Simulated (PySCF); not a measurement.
# From one method to the next for NaCa⁺

Aim: see what other levels and later steps give for NaCa⁺.

Program: PySCF 2.14.0. Level of theory: method and basis as typed in the scripts. These are calculated values, not measurements.

1 further run of the same task is left out (it didn't finish).

### 1 Starting geometry

NaCa⁺: 2 atoms, charge 1, spin multiplicity 1.

Bond lengths: Na1–Ca2 2.939 Å.

### 2 The run that the others are compared with

input.py

```python
from pyscf import gto, scf, cc

mol = gto.M(
    atom='Na 0 0 0; Ca 0 0 2.939',
    basis='lanl2dz',
    ecp={'Na': 'lanl2dz', 'Ca': 'lanl2dz'},
    charge=1,
    spin=0,
    verbose=4,
)
mf = scf.RHF(mol)
mf.kernel()
mycc = cc.CCSD(mf)
mycc.kernel()
mycc.ccsd_t()
mf.dip_moment()
print('orbital energies (hartree):', mf.mo_energy[..., max(0, mol.nelec[1]-3):mol.nelec[0]+3].round(4))
```

Command:

```sh
$ OMP_NUM_THREADS=1 python input.py
```

### 3 MP2

Edit 1 changes step after the SCF: ccsd(t) → mp2.

input.py, as its differences from that of step 2:

```diff
@@ -1,2 +1,2 @@
-from pyscf import gto, scf, cc
+from pyscf import gto, scf, mp
 
@@ -12,5 +12,3 @@
 mf.kernel()
-mycc = cc.CCSD(mf)
-mycc.kernel()
-mycc.ccsd_t()
+mp.MP2(mf).kernel()
 mf.dip_moment()
```

### 4 Stability test

Edit 2 changes step after the SCF: ccsd(t) → stability.

input.py, as its differences from that of step 2:

```diff
@@ -1,2 +1,2 @@
-from pyscf import gto, scf, cc
+from pyscf import gto, scf
 
@@ -12,5 +12,3 @@
 mf.kernel()
-mycc = cc.CCSD(mf)
-mycc.kernel()
-mycc.ccsd_t()
+mf.stability(internal=True, external=True)
 mf.dip_moment()
```

### 5 SCF alone

Edit 3 changes step after the SCF: ccsd(t) → none.

input.py, as its differences from that of step 2:

```diff
@@ -1,2 +1,2 @@
-from pyscf import gto, scf, cc
+from pyscf import gto, scf
 
@@ -12,5 +12,2 @@
 mf.kernel()
-mycc = cc.CCSD(mf)
-mycc.kernel()
-mycc.ccsd_t()
 mf.dip_moment()
```

### 6 Pw91 (RKS)

Edit 4 changes functional: none (Hartree–Fock) → pw91; SCF type: RHF → RKS; step after the SCF: ccsd(t) → analyze.

input.py, as its differences from that of step 2:

```diff
@@ -1,2 +1,2 @@
-from pyscf import gto, scf, cc
+from pyscf import gto, dft
 
@@ -10,7 +10,5 @@
 )
-mf = scf.RHF(mol)
+mf = dft.RKS(mol, xc='pw91')
 mf.kernel()
-mycc = cc.CCSD(mf)
-mycc.kernel()
-mycc.ccsd_t()
+mf.mulliken_pop()
 mf.dip_moment()
```

Before running it: what results should come out? Wanted: for each run, E(SCF); from base; gap; after the SCF.

The runs gave:

```
           run  E(SCF) (hartree)  from base (eV)  cycles  gap (eV)                  after the SCF
          base        -36.224837               0       8      6.29  CCSD(T) correlation -0.648 eV
           MP2        -36.224837          0.0000       8      6.29      MP2 correlation -0.401 eV
stability test        -36.224837          0.0000       8      6.29                         stable
     SCF alone        -36.224837          0.0000       8      6.29                            n/a
    pw91 (RKS)        -36.551560  not comparable       9      2.39                            n/a
```

On the same reference and core, CCSD(T) gains 0.65 eV in 0.98 s; MP2 reaches 62 % of that in 0.88 s. Total energies of different functionals can't be compared with each other; differences within one functional can.
